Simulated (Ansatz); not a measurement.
# The zirconium atom (triplet): wave-function methods side by side, def2-TZVPP

How much of the correlation energy of the zirconium atom (triplet) does each wave-function method recover here?

Program: Ansatz 0.2.0, Gaussian basis. Level of theory: def2-TZVPP, core rule «outside noble gas», up to 4 orbitals frozen. These are calculated values, not measurements.

To be run: UHF; CCSD(T) on ROHF; CCSD(T) on UHF; CISD; CCSDT(Q) on ROHF; CCSDT(Q) on UHF; CASSCF and MRCISD+Q, 4 electrons in 6 orbitals; CASSCF and MRCISD+Q(relaxed), 4 electrons in 6 orbitals; CASSCF and NEVPT4(SD), 4 electrons in 6 orbitals; CASSCF and NEVPT2, 4 electrons in 6 orbitals; Full CI.

### 1 The atom

A free atom, in its lowest state of this spin that the program finds. No spin-orbit coupling is included. Elements past krypton take def2 core potentials.

1 atom, charge 0, spin multiplicity 3.

### 2 UHF

File in.yaml:

```yaml
crystal:
  periodic: [false, false, false]
  atoms:
    - {symbol: Zr, position_ang: [0.000000, 0.000000, 0.000000]}
basis:
  gaussian: {orbitals: def2-TZVPP}
magnetization: {spin_polarized: true, initial_magnetization: 2}
hamiltonian: {xc: hf}
output: {orbitals: {seedname: orbitals}}
```

Command:

```bash
ansatz run in.yaml --threads 1 --pin off --events-out ev --progress --plain --max-ram 2393MiB
```

Further steps of the session: CCSD(T) on ROHF; CCSD(T) on UHF; CISD; CCSDT(Q) on ROHF; CCSDT(Q) on UHF; CASSCF and MRCISD+Q, 4 electrons in 6 orbitals; CASSCF and MRCISD+Q(relaxed), 4 electrons in 6 orbitals; CASSCF and NEVPT4(SD), 4 electrons in 6 orbitals; CASSCF and NEVPT2, 4 electrons in 6 orbitals; Full CI.

Q: Predict the results of all the runs planned. Wanted: FCI below the RHF energy; RMP2 from FCI; UMP2 from FCI; RCCSD from FCI; RCCSD(T) from FCI; UCCSD(T) from FCI; RCCSDT(Q) from FCI; UCCSDT(Q) from FCI; NEVPT2 valence from FCI.

As calculated:

```
                         quantity                                                 value
         FCI below the RHF energy                                            -1.7180 eV
                    RMP2 from FCI                                       +10.38 kcal/mol
                    UMP2 from FCI                                        +8.01 kcal/mol
                   RCCSD from FCI                                        +2.79 kcal/mol
                RCCSD(T) from FCI                                        +0.84 kcal/mol
                UCCSD(T) from FCI                                        -1.60 kcal/mol
               RCCSDT(Q) from FCI                                        +0.01 kcal/mol
               UCCSDT(Q) from FCI                                        -2.39 kcal/mol
          NEVPT2 valence from FCI                                       +14.31 kcal/mol
      NEVPT4(SD) valence from FCI                                        +4.49 kcal/mol
        MRCISD+Q valence from FCI                                        -0.84 kcal/mol
levels within 1 kcal/mol (43 meV)  UCCSD, RCCSD(T), RCCSDT, RCCSDT(Q), MRCISD+Q valence
                    T1 diagnostic                                                 0.027
   effectively unpaired electrons                                                  2.13
```

In words: RCCSD(T) misses by +0.84 kcal/mol, 2.1 % of the correlation energy. CCSD(T) misses by +0.84 kcal/mol on the restricted determinant and by -1.60 kcal/mol on the unrestricted one; the two need not hold the same state or core. UCCSD(T), UCCSDT, UCCSDT(Q), MRCISD+Q valence, MRCISD+Q(relaxed) valence fall below full CI: unrestricted runs freeze a spin-polarised core, another one than full CI's, and coupled cluster isn't variational. One determinant dominates. Of the multireference levels listed MRCISD+Q valence comes nearest in total energy (-0.84 kcal/mol), which doesn't show that its space is the better one. These misses are within one basis, not against nature; the frozen cores of restricted and unrestricted runs differ, which can shift their rows.
